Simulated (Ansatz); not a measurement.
**CH5F2NSi: a ladder of functionals and wavefunction methods**

How much do the methods differ for CH5F2NSi? The plan is to run it at one geometry with functionals of several rungs and with coupled cluster, and see how far each lands from CCSD(T) at the basis-set limit for the atomisation energy.

The runs use Ansatz 0.2.0, Gaussian basis; functionals in def2-TZVPP, the program's frozen cores in correlated methods.

Plan: PBE-D4, r2SCAN-D4, PBE0-D4, B3LYP-D4, ωB97X-V, ωB97M-V, B2PLYP; CCSD(T)/def2-TZVPP; MP2/def2-QZVPP; extrapolation to the limit.

## (1) Structure used throughout

An earlier PBE0-D4 in a triple-zeta def2 set relaxation fixed the geometry.

SMILES `FC(F)N[SiH3]`, 10 atoms, charge 0, spin multiplicity 1.

Atoms are counted from 1 here; the program's logs count them from 0.

Bond lengths: F1–C2 1.372 Å, C2–F3 1.356 Å, C2–N4 1.392 Å, C2–H6 1.094 Å, N4–Si5 1.742 Å, N4–H7 1.006 Å, Si5–H8 1.484 Å, Si5–H9 1.482 Å, Si5–H10 1.484 Å. Angles: F1–C2–F3 105.5°, F1–C2–N4 112.9°, F1–C2–H6 106.5°, F3–C2–N4 109.1°, F3–C2–H6 109.1°, N4–C2–H6 113.4°, C2–N4–Si5 124.9°, C2–N4–H7 113.8°, Si5–N4–H7 119.0°, N4–Si5–H8 112.6°, N4–Si5–H9 111.2°, N4–Si5–H10 104.1°, H8–Si5–H9 108.9°, H8–Si5–H10 110.1°, H9–Si5–H10 109.9°.

## (2) PBE-D4 (GGA)

Input file in.yaml:

```yaml
crystal:
  periodic: [false, false, false]
  atoms:
    - {symbol: F, position_ang: [-0.214781, -2.166379, 0.229914]}
    - {symbol: C, position_ang: [-0.900981, -0.983190, 0.343204]}
    - {symbol: F, position_ang: [-0.738182, -0.592984, 1.632082]}
    - {symbol: N, position_ang: [-0.409726, 0.010680, -0.498134]}
    - {symbol: Si, position_ang: [0.971290, 1.015657, -0.153384]}
    - {symbol: H, position_ang: [-1.955363, -1.217859, 0.170192]}
    - {symbol: H, position_ang: [-0.732831, -0.065050, -1.448273]}
    - {symbol: H, position_ang: [2.158695, 0.230140, 0.265540]}
    - {symbol: H, position_ang: [0.659377, 2.011405, 0.899363]}
    - {symbol: H, position_ang: [1.245503, 1.706481, -1.437703]}
basis:
  gaussian: {orbitals: def2-TZVPP}
hamiltonian: {xc: pbe, dispersion: d4}
output: {forces: true, orbitals: {seedname: orbitals}}
```

The run is started by

```bash
> ansatz run in.yaml --threads 4 --pin off --events-out ev --progress --plain --max-ram 10444MiB
```

After this run come: r2SCAN-D4 (meta-GGA); PBE0-D4 (hybrid); B3LYP-D4 (hybrid); ωB97X-V (range-separated); ωB97M-V (range-separated); B2PLYP (double hybrid); CCSD(T) in def2-TZVPP; MP2 in def2-QZVPP.

Before running them: what should the planned runs give, taken together? Wanted: atomisation energy, CCSD(T)/CBS; farthest; mean size of error, hybrid; mean size of error, range-separated; gap, smallest and largest; T1 diagnostic; triples share of the correlation energy.

As calculated:

| quantity | value |
| --- | --- |
| atomisation energy, CCSD(T)/CBS | 3503.6 kJ/mol |
| functionals within 17.5 kJ/mol (0.5 %) | r2SCAN-D4, PBE0-D4, B3LYP-D4, ωB97M-V |
| farthest | PBE-D4 (+71.3 kJ/mol) |
| mean size of error, hybrid | 7.7 kJ/mol |
| mean size of error, range-separated | 20.6 kJ/mol |
| gap, smallest and largest | 6.06 eV (PBE-D4), 12.77 eV (ωB97X-V) |
| T1 diagnostic | 0.0116 |
| triples share of the correlation energy | 3.2 % |

PBE-D4 misses by +71.3 kJ/mol. Double hybrids carry the basis error of their MP2 part in triple zeta, and no dispersion term here, so their miss is partly the set-up's. The reference freezes the cores and leaves out relativity and excitations past (T), so misses under about 17.5 kJ/mol can't be ranked. Hartree-Fock recovers 70 % of the binding; the rest is correlation. The gap grows from 6.1 to 12.8 eV across the functionals, mostly with the share of exact exchange.
